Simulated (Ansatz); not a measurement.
# BO: a trial structure relaxed

The task: take a trial cell of BO to zero force and stress.

Computed with Ansatz 0.2.0 (DFT PBE, scalar-relativistic, plane waves, PAW, unless a step's input says otherwise).

**1. The starting structure**

It takes space group Pm-3m (No. 221, cubic). The conventional cell has a = 2.626 Å, b = 2.626 Å, c = 2.626 Å, α = 90.00°, β = 90.00°, γ = 90.00°. Around B (site symmetry m-3m) lie 8 O at 2.27 Å. O (site symmetry m-3m) is surrounded by 8 B at 2.27 Å.

Structure file:

```
B O
1.0
     2.62565    0.00000    0.00000
     0.00000    2.62565    0.00000
     0.00000    0.00000    2.62565
B O
1 1
Direct
  0.00000 0.00000 0.00000
  0.50000 0.50000 0.50000
```

A structure generator made this guess: species swapped into a database cell of YIn (Pm-3m, No. 221), with O on the Y sites and B on the In sites. Its size is a rough estimate.

**2. A first look at the guess**

File input.yaml:

```yaml
crystal:
  lattice:
    - [2.62564981, 0.0, 0.0]
    - [0.0, 2.62564981, 0.0]
    - [0.0, 0.0, 2.62564981]
  atoms:
    - { symbol: B, position: [0.0, 0.0, 0.0] }
    - { symbol: O, position: [0.5, 0.5, 0.5] }
basis:
  ecutwfc: 420
kpoints:
  mp_grid: { grid: [6, 6, 6] }
hamiltonian:
  xc: pbe
scf:
  occupations: { method: gaussian, width: 0.1 }
  lower_state_search: "off"
output:
  forces: true
  stress: true
  eigenvalues: true
```

The run is started by

```console
$ ansatz run input.yaml --threads 1 --pin off --max-ram 2048MiB --backend cpu --events-out ev --progress --plain --runs-dir out
```

The log of the run, shortened:

```text
Warning: RAYON_NUM_THREADS=1 ignored (pool sized by the plan → 1); use --threads N
[...]
Pseudopotentials: kind: paw
Pseudopotential: B, paw, valence charge 3, recommended cutoff 420 eV (normal), B.paw.azcp
Pseudopotential: O, paw, valence charge 6, recommended cutoff 420 eV (normal), O.paw.azcp
Functional definition: PBE
[...]
Crystal: 2 atoms, lattice volume = 18.101 Å³
Basis set: ecut = 420 eV, 365 PW (Γ), exchange–correlation on 36×36×36 points (8 copies of the dense FFT grid, shifted against one another)
Bands: 9, of which v1, the nominal top of the filled ones, is band 5 counted from 1 (4 counted from 0)
Symmetry: 48 space group operations
Space group: Pm-3m (ITA 221), of the structure as read, at distance tolerance 2.6e-5 Å
[...]
SCF converged after 6 iterations
Free energy (F): -717.530790 eV
[...]
E sigma→0 (E₀):  -717.527057 eV
Entropy (-TS):   -0.007467 eV (-3.733 meV/atom)
Fermi energy:    6.434527 eV
[...]
--- Forces (eV/Å), atoms counted from 1 ---
  atom   1  B     -0.00000000     0.00000000     0.00000000
  atom   2  O      0.00000000     0.00000000     0.00000000
[...]
--- Stress (GPa, compression-positive) ---
      -25.594093      -0.000000       0.000000
        0.000000     -25.594093       0.000000
       -0.000000       0.000000     -25.594093
  P = ⅓ Tr σ = -25.5941 GPa (-255.941 kbar)
--- Band table (eV; the first three rows and the last of 20) ---
  k-point 0: bands = ["-13.1309", "1.9591", "4.0137", "4.0137", "4.0137", "13.4218", "13.4218", "13.4218", "18.9634"]
[...]
```

Run time: 0.4 s. Hardware: 1 thread of Arm Neoverse V2, shared host; peak memory 0.23 GiB.

The probe gives pressure -25.6 GPa, largest force 0.00 eV/Å, gap on this mesh none (metal). A cheap, loose relaxation comes first.

**3. Spin check on a coarse mesh**

input.yaml, as its differences from that of step 2:

```diff
@@ -7,3 +7,3 @@
     - { symbol: B, position: [0.0, 0.0, 0.0] }
-    - { symbol: O, position: [0.5, 0.5, 0.5] }
+    - { symbol: O, position: [0.5, 0.5, 0.5], spin: 1.0 }
 basis:
@@ -21 +21,4 @@
   eigenvalues: true
+  populations: true
+magnetization:
+  spin_polarized: true
```

The run is started by

```console
$ ansatz run input.yaml --threads 1 --pin off --max-ram 2048MiB --backend cpu --events-out ev --progress --plain --runs-dir out
```

The log of the run, shortened:

```text
[...]
SCF converged after 18 iterations
Magnetization: -0.0000 μB (4.5000 up, 4.5000 down)
Absolute magnetization: 0.0000 μB (∫|ρ↑−ρ↓|, with the PAW one-centre terms)
Spin contamination: 0.0000 ħ² per cell (⟨S²⟩ above its minimum at these occupations)
Per-site moments (μB) at R_I (Å): [(-1.7705081015796955e-6, 0.937975267721986), (-8.715849889901667e-7, 0.937975267721986)]
Free energy (F): -717.530790 eV
[...]
        0.000000     -25.594111       0.000000
        0.000000       0.000000     -25.594111
  P = ⅓ Tr σ = -25.5941 GPa (-255.941 kbar)
--- Band table (eV; the first three rows and the last of 40) ---
  k-point 0 ↑: bands = ["-13.1309", "1.9591", "4.0137", "4.0137", "4.0137", "13.4218", "13.4218", "13.4218", "18.9634"]
[...]
--- Löwdin populations: 2 sites ---
  site symbol       q [e]    m [muB]
     0      B      2.6376    -0.0000
     1      O      6.3281    -0.0000
  spilling = 0.003803 (of n_electrons = 9.000000)
```

Wall time 1.2 s (1 thread of Arm Neoverse V2, shared host); peak memory 0.23 GiB.

Site by site:

| atom | Löwdin electrons |
| --- | --- |
| B1 | 2.64 |
| O2 | 6.33 |

The same cell is solved with trial moments on O. The largest site moment that stays is 0.00 μB and the cell's total 0.00 μB. The workflow keeps spin only above 0.25 μB on a site, so the next run goes without spin.

**4. Rough relaxation on the coarse mesh**

input.yaml, as its differences from that of step 3:

```diff
@@ -7,3 +7,3 @@
     - { symbol: B, position: [0.0, 0.0, 0.0] }
-    - { symbol: O, position: [0.5, 0.5, 0.5], spin: 1.0 }
+    - { symbol: O, position: [0.5, 0.5, 0.5] }
 basis:
@@ -21,4 +21,6 @@
   eigenvalues: true
-  populations: true
-magnetization:
-  spin_polarized: true
+relax:
+  adjacent_minimum: "off"
+  f_tol: 0.04
+  max_steps: 70
+  cell: { stress_tol: 0.4 }
```

The run is started by

```console
$ ansatz run input.yaml --threads 1 --pin off --max-ram 2048MiB --backend cpu --events-out ev --progress --plain --runs-dir out
```

The log of the run:

```text
Warning: RAYON_NUM_THREADS=1 ignored (pool sized by the plan → 1); use --threads N
Engine: ansatz 0.2.0, aarch64-unknown-linux-gnu
[... 4 set-up lines as earlier in the session ...]
  parameter kappa = 0.804
  parameter beta = 0.06672455060314922
  exchange = pbe_x(kappa = kappa, mu = beta*pi^2/3)
  correlation = pbe_c(beta = beta)
Crystal: 2 atoms, lattice volume = 18.101 Å³
Basis set: ecut = 420 eV, 365 PW (Γ), exchange–correlation on 36×36×36 points (8 copies of the dense FFT grid, shifted against one another)
Bands: 9, of which v1, the nominal top of the filled ones, is band 5 counted from 1 (4 counted from 0)
[... 2 set-up lines as earlier in the session ...]
k-points: 20 of 216
Non-local potential: B, projectors of the file, l = 0: 2, l = 1: 2, l = 2: 1
Non-local potential: O, projectors of the file, l = 0: 2, l = 1: 2, l = 2: 1
PAW form: soft (Blöchl's): semilocal exchange-correlation on the pseudo side does not see the compensation charge
PAW one-centre angular grid: B, 110 points (default); XC on 64 Gauss nodes
PAW one-centre angular grid: O, 110 points (default); XC on 64 Gauss nodes
Initial density: superposition of atomic densities (neutral atoms: chi_scale 0, normalization atom), corrected by the library's trained network
Initial wavefunctions: pseudopotential atomic-orbital guess
Functional: x = pbe(κ = 0.804, μ = 0.2195149727645171), c = pbe(β = 0.06672455060314922)
SCF iter   1: F=—  HF=-717.532023 eV  |F-HF|=—  |Δ(HF+E_count)|=         —  Δρ=4.75e-3  dr2=2.65e-3  ethr=1.77e-3  ⟨swp⟩=4.3  Hψ=1049  notcnv=0
preconditioner: auto → none  [insulator: Δε(μ)=0.171 eV  Ē_g=13.964 eV  σ=0.100 eV  W_gap=0.65  n_scr=6 (ndim 8)  ℏωp=26.2 eV  f_vac=0.000  D(μ)=1.49/eV (n_scr^D=18)  ε∞_Penn≈4.5]
SCF iter   2: F=—  HF=-717.530860 eV  |F-HF|=—  |Δ(HF+E_count)|=   1.16e-3  Δρ=1.64e-3  dr2=3.41e-4  ethr=2.95e-5  ⟨swp⟩=1.1  Hψ=343  notcnv=0
SCF iter   3: F=—  HF=-717.530901 eV  |F-HF|=—  |Δ(HF+E_count)|=   4.13e-5  Δρ=5.04e-4  dr2=4.01e-5  ethr=3.79e-6  ⟨swp⟩=2.1  Hψ=253  notcnv=0
SCF iter   4: F=—  HF=-717.530790 eV  |F-HF|=—  |Δ(HF+E_count)|=   1.11e-4  Δρ=1.49e-4  dr2=4.12e-6  ethr=4.45e-7  ⟨swp⟩=1.1  Hψ=181  notcnv=0
iter 5 did not close the SCF: its close was put off for the readings that it lacked (scf_convergence_deferred on its scf_iter line)
SCF iter   5: F=-717.530790 eV  HF=-717.530790 eV  |F-HF|=1.04e-9  |Δ(HF+E_count)|=   3.93e-7  Δρ=1.01e-5  dr2=8.45e-9  ethr=4.57e-8  ⟨swp⟩=2.0  Hψ=226  notcnv=0
SCF iter   6: F=-717.530790 eV  HF=-717.530790 eV  |F-HF|=1.76e-10  |Δ(HF+E_count)|=   4.74e-9  Δρ=1.18e-6  dr2=2.18e-10  ethr=9.39e-11  ⟨swp⟩=2.2  Hψ=617  notcnv=0
SCF 1 converged in 6 iterations: F = -717.530790 eV  dr2 = 2.18e-10
relax step   1: F+E_penalty+E_count = -717.53079001 eV  Δ(F+E_penalty+E_count) = +0.000e0 eV  max|allowed force component| = 4.424e-29 eV/Å  Δτ_max = 0.0000 Å  P = -25.594 GPa  Ω = 18.101 Å³  (6 SCF iters, dr2 threshold 1.00e-7 eV, accepted)
Crystal: 2 atoms, lattice volume = 15.581 Å³
Basis set: ecut = 420 eV, 305 PW (Γ), exchange–correlation on 36×36×36 points (8 copies of the dense FFT grid, shifted against one another)
Initial density: handed on by an earlier stage of this run
Initial wavefunctions: those handed on with the density
iter 1 solved again at ethr=6.67e-5 eV; its pass at ethr=3.10e-3 eV (dr2=6.00e-3 eV) is discarded
SCF iter   1: F=—  HF=-717.869251 eV  |F-HF|=—  |Δ(HF+E_count)|=         —  Δρ=8.37e-3  dr2=6.29e-3  ethr=6.67e-5  ⟨swp⟩=1.0  Hψ=1471  notcnv=0
preconditioner: auto → none  [insulator: Δε(μ)=0.261 eV  Ē_g=15.318 eV  σ=0.100 eV  W_gap=0.79  n_scr=0 (ndim 8)  ℏωp=28.2 eV  f_vac=0.000  D(μ)=0.93/eV (n_scr^D=6)  ε∞_Penn≈4.4]
SCF iter   2: F=—  HF=-717.868039 eV  |F-HF|=—  |Δ(HF+E_count)|=   1.21e-3  Δρ=3.49e-3  dr2=1.15e-3  ethr=6.67e-5  ⟨swp⟩=1.6  Hψ=208  notcnv=0
SCF iter   3: F=—  HF=-717.867911 eV  |F-HF|=—  |Δ(HF+E_count)|=   1.28e-4  Δρ=3.24e-4  dr2=9.32e-6  ethr=1.28e-5  ⟨swp⟩=3.0  Hψ=285  notcnv=0
SCF iter   4: F=—  HF=-717.867853 eV  |F-HF|=—  |Δ(HF+E_count)|=   5.85e-5  Δρ=3.16e-5  dr2=7.19e-8  ethr=1.04e-7  ⟨swp⟩=2.0  Hψ=270  notcnv=0
iter 5 did not close the SCF: its close was put off for the readings that it lacked (scf_convergence_deferred on its scf_iter line)
SCF iter   5: F=-717.867853 eV  HF=-717.867853 eV  |F-HF|=2.93e-10  |Δ(HF+E_count)|=   1.55e-8  Δρ=2.63e-6  dr2=3.44e-10  ethr=7.99e-10  ⟨swp⟩=1.6  Hψ=220  notcnv=0
SCF iter   6: F=-717.867853 eV  HF=-717.867853 eV  |F-HF|=1.59e-12  |Δ(HF+E_count)|=  3.72e-10  Δρ=2.47e-7  dr2=4.93e-12  ethr=3.83e-12  ⟨swp⟩=1.0  Hψ=539  notcnv=0
SCF 2 converged in 6 iterations: F = -717.867853 eV  dr2 = 4.93e-12
relax step   2: F+E_penalty+E_count = -717.86785255 eV  Δ(F+E_penalty+E_count) = -3.371e-1 eV  max|allowed force component| = 1.742e-30 eV/Å  Δτ_max = 0.0000 Å  P = -12.896 GPa  Ω = 15.581 Å³  energy of the carried Pulay correction = +1.319e-2 eV  (6 SCF iters, dr2 threshold 2.00e-7 eV, accepted)
Crystal: 2 atoms, lattice volume = 13.658 Å³
Basis set: ecut = 420 eV, 251 PW (Γ), exchange–correlation on 36×36×36 points (8 copies of the dense FFT grid, shifted against one another)
iter 1 solved again at ethr=3.85e-5 eV; its pass at ethr=3.10e-3 eV (dr2=3.46e-3 eV) is discarded
SCF iter   1: F=—  HF=-717.922284 eV  |F-HF|=—  |Δ(HF+E_count)|=         —  Δρ=6.55e-3  dr2=3.51e-3  ethr=3.85e-5  ⟨swp⟩=1.0  Hψ=1490  notcnv=0
preconditioner: auto → none  [insulator: Δε(μ)=0.118 eV  Ē_g=16.637 eV  σ=0.100 eV  W_gap=0.52  n_scr=0 (ndim 8)  ℏωp=30.1 eV  f_vac=0.000  D(μ)=1.64/eV (n_scr^D=26)  ε∞_Penn≈4.3]
SCF iter   2: F=—  HF=-717.921410 eV  |F-HF|=—  |Δ(HF+E_count)|=   8.74e-4  Δρ=2.94e-3  dr2=9.41e-4  ethr=3.85e-5  ⟨swp⟩=2.0  Hψ=252  notcnv=0
SCF iter   3: F=—  HF=-717.921239 eV  |F-HF|=—  |Δ(HF+E_count)|=   1.71e-4  Δρ=5.27e-4  dr2=3.83e-5  ethr=1.05e-5  ⟨swp⟩=2.3  Hψ=264  notcnv=0
SCF iter   4: F=—  HF=-717.921220 eV  |F-HF|=—  |Δ(HF+E_count)|=   1.89e-5  Δρ=6.28e-5  dr2=4.27e-7  ethr=4.25e-7  ⟨swp⟩=1.2  Hψ=187  notcnv=0
iter 5 did not close the SCF: its close was put off for the readings that it lacked (scf_convergence_deferred on its scf_iter line)
SCF iter   5: F=-717.921220 eV  HF=-717.921220 eV  |F-HF|=3.20e-10  |Δ(HF+E_count)|=   7.08e-8  Δρ=3.78e-6  dr2=1.03e-9  ethr=4.75e-9  ⟨swp⟩=1.4  Hψ=207  notcnv=0
SCF iter   6: F=-717.921220 eV  HF=-717.921220 eV  |F-HF|=1.14e-13  |Δ(HF+E_count)|=  1.60e-10  Δρ=2.37e-7  dr2=3.19e-12  ethr=1.15e-11  ⟨swp⟩=1.1  Hψ=538  notcnv=0
SCF 3 converged in 6 iterations: F = -717.921220 eV  dr2 = 3.19e-12
relax step   3: F+E_penalty+E_count = -717.92122003 eV  Δ(F+E_penalty+E_count) = -5.337e-2 eV  max|allowed force component| = 1.027e-30 eV/Å  Δτ_max = 0.0000 Å  P = +4.980 GPa  Ω = 13.658 Å³  energy of the carried Pulay correction = +2.467e-2 eV  (6 SCF iters, dr2 threshold 2.00e-7 eV, accepted)
[... 12 lines left out ...]
relax step   4: F+E_penalty+E_count = -717.92870149 eV  Δ(F+E_penalty+E_count) = -7.481e-3 eV  max|allowed force component| = 6.245e-30 eV/Å  Δτ_max = 0.0000 Å  P = +1.737 GPa  Ω = 14.145 Å³  energy of the carried Pulay correction = +2.163e-2 eV  (6 SCF iters, dr2 threshold 2.00e-7 eV, accepted)
[... 13 lines left out ...]
relax step   5: F+E_penalty+E_count = -717.92773572 eV  Δ(F+E_penalty+E_count) = +9.658e-4 eV  max|allowed force component| = 1.849e-30 eV/Å  Δτ_max = 0.0000 Å  P = -1.046 GPa  Ω = 14.419 Å³  energy of the carried Pulay correction = +1.996e-2 eV  (6 SCF iters, dr2 threshold 2.00e-7 eV, accepted)
[... 13 lines left out ...]
relax step   6: F+E_penalty+E_count = -717.92863129 eV  Δ(F+E_penalty+E_count) = -8.956e-4 eV  max|allowed force component| = 7.806e-31 eV/Å  Δτ_max = 0.0000 Å  P = +0.031 GPa  Ω = 14.322 Å³  energy of the carried Pulay correction = +2.055e-2 eV  (6 SCF iters, dr2 threshold 2.00e-7 eV, accepted)
[... 11 lines left out ...]
relax step   7: F+E_penalty+E_count = -717.92198157 eV  Δ(F+E_penalty+E_count) = +6.650e-3 eV  max|allowed force component| = 2.367e-30 eV/Å  Δτ_max = 0.0000 Å  P = -0.991 GPa  Ω = 14.322 Å³  stress off target by 9.91e-1 GPa  SCF on the basis re-selected at this cell (its energy is not comparable with the rows above)  (6 SCF iters)
[... 14 lines left out ...]
relax step   8: F+E_penalty+E_count = -717.92282141 eV  Δ(F+E_penalty+E_count) = -8.398e-4 eV  max|allowed force component| = 3.985e-31 eV/Å  Δτ_max = 0.0000 Å  P = +0.041 GPa  Ω = 14.224 Å³  energy of the carried Pulay correction = +5.568e-4 eV  (6 SCF iters, dr2 threshold 2.00e-7 eV, accepted)
iter 1 solved again at ethr=7.82e-7 eV; its pass at ethr=3.10e-3 eV (dr2=7.04e-5 eV) is discarded
SCF iter   1: F=—  HF=-717.922791 eV  |F-HF|=—  |Δ(HF+E_count)|=         —  Δρ=7.08e-6  dr2=1.10e-9  ethr=7.82e-7  ⟨swp⟩=2.0  Hψ=1470  notcnv=0
eigensolver tolerance schedule: the retry pair's looser diagonalisation over-reported the residual by 63885.26 of it (diagonalisation noise at an unbounded share of the residual, at the tolerance the schedule requests for it); recorded, not acted on — ethr = c·dr2/N_el stays at c = 1.0e-1
preconditioner: auto → none  [insulator: Δε(μ)=0.162 eV  Ē_g=16.217 eV  σ=0.100 eV  W_gap=0.73  n_scr=0 (ndim 8)  ℏωp=29.5 eV  f_vac=0.000  D(μ)=1.35/eV (n_scr^D=18)  ε∞_Penn≈4.3]
SCF iter   2: F=—  HF=-717.922763 eV  |F-HF|=—  |Δ(HF+E_count)|=   2.76e-5  Δρ=5.00e-6  dr2=5.02e-10  ethr=1.22e-11  ⟨swp⟩=3.4  Hψ=348  notcnv=0
iter 3 did not close the SCF: its close was put off for the readings that it lacked (scf_convergence_deferred on its scf_iter line)
SCF iter   3: F=-717.922763 eV  HF=-717.922763 eV  |F-HF|=2.05e-10  |Δ(HF+E_count)|=   1.22e-9  Δρ=1.59e-6  dr2=3.76e-11  ethr=5.57e-12  ⟨swp⟩=2.1  Hψ=263  notcnv=0
iter 4 did not close the SCF: its close was put off for the readings that it lacked (scf_convergence_deferred on its scf_iter line)
SCF iter   4: F=-717.922763 eV  HF=-717.922763 eV  |F-HF|=4.55e-13  |Δ(HF+E_count)|=  2.16e-10  Δρ=9.99e-8  dr2=3.89e-13  ethr=1.00e-12  ⟨swp⟩=2.3  Hψ=270  notcnv=0
iter 5 did not close the SCF: its close was put off for the readings that it lacked (scf_convergence_deferred on its scf_iter line)
SCF iter   5: F=-717.922763 eV  HF=-717.922763 eV  |F-HF|=1.14e-13  |Δ(HF+E_count)|=  3.41e-13  Δρ=1.57e-8  dr2=2.24e-14  ethr=1.00e-12  ⟨swp⟩=1.0  Hψ=180  notcnv=0
iter 6 did not close the SCF: its close was put off for the readings that it lacked (scf_convergence_deferred on its scf_iter line)
SCF iter   6: F=-717.922763 eV  HF=-717.922763 eV  |F-HF|=0.00e0  |Δ(HF+E_count)|=    0.00e0  Δρ=5.62e-9  dr2=2.45e-15  ethr=1.00e-12  ⟨swp⟩=1.0  Hψ=180  notcnv=0
SCF iter   7: F=-717.922763 eV  HF=-717.922763 eV  |F-HF|=1.14e-13  |Δ(HF+E_count)|=  1.14e-13  Δρ=2.80e-9  dr2=4.43e-16  ethr=1.00e-12  ⟨swp⟩=1.0  Hψ=440  notcnv=0
SCF 9 converged in 7 iterations: F = -717.922763 eV  dr2 = 4.43e-16
relax step   9: F+E_penalty+E_count = -717.92276292 eV  Δ(F+E_penalty+E_count) = +5.849e-5 eV  max|allowed force component| = 1.257e-30 eV/Å  Δτ_max = 0.0000 Å  P = -0.021 GPa  Ω = 14.224 Å³  stress off target by 2.15e-2 GPa  SCF on the basis re-selected at this cell (its energy is not comparable with the rows above)  (7 SCF iters)
basis re-selected at this cell: Δ(F+E_penalty+E_count) = +5.849e-5 eV, ΔP = -0.062 GPa vs the last step (what re-selecting the basis moved, of the pressure what is left beyond the Pulay correction that the steps carried, after the strain that the cell walked since its last selection, with what the two solves' SCF thresholds leave and, on support functions, any second-order correction that the steps lacked; it is no measure of the basis error at this ecutwfc). This SCF's stress stands 2.15e-2 GPa from its target on what of the cell is left free (relax.cell.stress_tol is 4.00e-1 GPa) and its largest allowed force component is 1.26e-30 eV/Å (relax.f_tol is 4.00e-2 eV/Å): within both
SCF converged after 7 iterations
Free energy (F): -717.922763 eV
Harris-Foulkes:  -717.922763 eV  (|F-HF|=1.14e-13)
Internal energy: -717.916022 eV  (E = F + TS)
E sigma→0 (E₀):  -717.919392 eV
Entropy (-TS):   -0.006741 eV (-3.370 meV/atom)
Fermi energy:    10.510469 eV
--- Per-component energies (eV) ---
  E_band       = 15.808913
  E_kinetic    = 211.484531
  E_local      = -284.141243  (includes V_loc(G=0)·N_el)
  E_nonlocal   = 62.095529
  E_hartree    = 95.819006
  E_xc         = -103.098485
  E_vxc        = -128.784329  (∫ρ·V_xc dr)
  E_paw        = -234.894233  (= ΣΔE_a)
  E_vpaw       = -36.485861  (= ΣTr[D̂ρ^β])
  E_aug_tail   = 0.002274  (compensation charges beyond the density's cutoff)
  E_ewald      = -465.183400
  E_smearing   = -0.006741  (= −TS)
  E_closure    = 0.000000  (closes the sum)
  Σ components = -717.922763   (vs F -717.922763, Δ=0.00e0)
--- Forces (eV/Å), atoms counted from 1 ---
  atom   1  B      0.00000000    -0.00000000     0.00000000
  atom   2  O     -0.00000000    -0.00000000    -0.00000000
  max |Σ_I F_I| component: 2.74e-30 eV/Å
--- Stress (GPa, compression-positive) ---
       -0.021468       0.000000      -0.000000
        0.000000      -0.021468       0.000000
       -0.000000       0.000000      -0.021468
  P = ⅓ Tr σ = -0.0215 GPa (-0.215 kbar)
--- Band table (eV; the first three rows and the last of 20) ---
  k-point 0: bands = ["-12.0469", "6.5936", "6.6989", "6.6989", "6.6989", "18.6343", "18.6343", "18.6343", "22.7530"]
  k-point 1: bands = ["-11.6435", "3.4101", "7.0080", "7.0080", "8.7725", "16.9368", "18.1952", "18.1952", "23.4517"]
  k-point 2: bands = ["-10.6468", "0.1145", "7.7235", "7.7235", "10.1928", "14.8941", "17.1725", "17.1725", "25.5315"]
  k-point 19: bands = ["-7.0845", "4.6354", "4.6354", "4.6354", "9.4196", "9.4196", "9.4196", "12.1458", "32.8952"]
--- Relaxed structure (7 steps of the walk, 7 accepted, 2 SCFs on fresh bases) ---
  F+E_penalty+E_count = -717.92276292 eV   max|allowed force component| = 1.257e-30 eV/Å   (the final SCF, on the basis selected at the relaxed cell)
  cell:  # Å, volume = 14.2245 Å³
    - [2.4229549804091333, 3.6913657267422048e-34, 9.950638046000719e-34]
    - [1.1234591342258853e-34, 2.4229549804091333, 5.135813185032628e-34]
    - [4.814824860968089e-34, 5.135813185032628e-34, 2.4229549804091333]
  atoms:
    - { symbol: B, position: [1.5648128445679482e-33, -3.787294923406033e-47, -3.9120321114202135e-34] }
    - { symbol: O, position: [0.5, 0.5, 0.5] }
```

It took 3.3 s on 1 thread of Arm Neoverse V2, shared host; peak memory 0.25 GiB.

Relaxation path:

```csv
step,E - E(step 1) (eV/cell),largest force component (eV/Å),pressure (GPa),volume (Å³)
1,0.0000,0.0000,-25.59,18.10
2,-0.3371,0.0000,-12.90,15.58
3,-0.3904,0.0000,4.98,13.66
4,-0.3979,0.0000,1.74,14.14
5,-0.3969,0.0000,-1.05,14.42
6,-0.3978,0.0000,0.03,14.32
7,-0.3912,0.0000,-0.99,14.32
8,-0.3920,0.0000,0.04,14.22
9,-0.3920,0.0000,-0.02,14.22
```

Step 1 is the start. Steps 7, 9 each repeat the geometry before them on a plane-wave basis chosen anew, so the energy can jump there without any move. The walk judges its steps with a correction for the finite basis (Pulay term) that this column leaves out, so accepted steps can climb here and lower ones be refused.

|  | before | after | change |
| --- | --- | --- | --- |
| a (Å) | 2.626 | 2.423 | -7.7 % |
| b (Å) | 2.626 | 2.423 | -7.7 % |
| c (Å) | 2.626 | 2.423 | -7.7 % |
| volume (Å³/atom) | 9.05 | 7.11 | -21.4 % |
| shortest distance (Å) | 2.274 | 2.098 | -7.7 % |
| space group (0.01 Å) | Pm-3m | Pm-3m | same |

Forces and stress were held to the start's 48 operations: a distortion of lower symmetry was not tested.

**5. Spin check on a coarse mesh**

File input.yaml:

```yaml
crystal:
  lattice:
    - [2.4229549804, 0.0, 0.0]
    - [0.0, 2.4229549804, 0.0]
    - [0.0, 0.0, 2.4229549804]
  atoms:
    - { symbol: B, position: [0.0, 0.0, 0.0] }
    - { symbol: O, position: [0.5, 0.5, 0.5], spin: 1.0 }
basis:
  ecutwfc: 420
kpoints:
  mp_grid: { grid: [8, 8, 8] }
hamiltonian:
  xc: pbe
scf:
  occupations: { method: gaussian, width: 0.1 }
  lower_state_search: "off"
output:
  forces: true
  stress: true
  eigenvalues: true
  populations: true
magnetization:
  spin_polarized: true
```

The run is started by

```console
$ ansatz run input.yaml --threads 1 --pin off --max-ram 2048MiB --backend cpu --events-out ev --progress --plain --runs-dir out
```

The log of the run, shortened:

```text
[...]
SCF converged after 14 iterations
Magnetization: 0.0000 μB (4.5000 up, 4.5000 down)
Absolute magnetization: 0.0000 μB (∫|ρ↑−ρ↓|, with the PAW one-centre terms)
Spin contamination: 0.0000 ħ² per cell (⟨S²⟩ above its minimum at these occupations)
Per-site moments (μB) at R_I (Å): [(1.4042610098509909e-6, 0.865565483166626), (-6.07168614834064e-7, 0.865565483166626)]
Free energy (F): -717.947727 eV
[...]
        0.000000      -4.418682       0.000000
        0.000000       0.000000      -4.418682
  P = ⅓ Tr σ = -4.4187 GPa (-44.187 kbar)
--- Band table (eV; the first three rows and the last of 70) ---
  k-point 0 ↑: bands = ["-12.0969", "6.5827", "6.6388", "6.6388", "6.6388", "18.6412", "18.6412", "18.6412", "22.7530"]
[...]
--- Löwdin populations: 2 sites ---
  site symbol       q [e]    m [muB]
     0      B      2.6667     0.0000
     1      O      6.2925    -0.0000
  spilling = 0.004529 (of n_electrons = 9.000000)
```

Wall time 1.4 s (1 thread of Arm Neoverse V2, shared host); peak memory 0.23 GiB.

By site:

| atom | Löwdin electrons |
| --- | --- |
| B1 | 2.67 |
| O2 | 6.29 |

The same cell is solved with trial moments on O. The largest site moment that stays is 0.00 μB and the cell's total 0.00 μB. The workflow keeps spin only above 0.25 μB on a site, so the next run goes without spin.

[end of part 1 of 2]
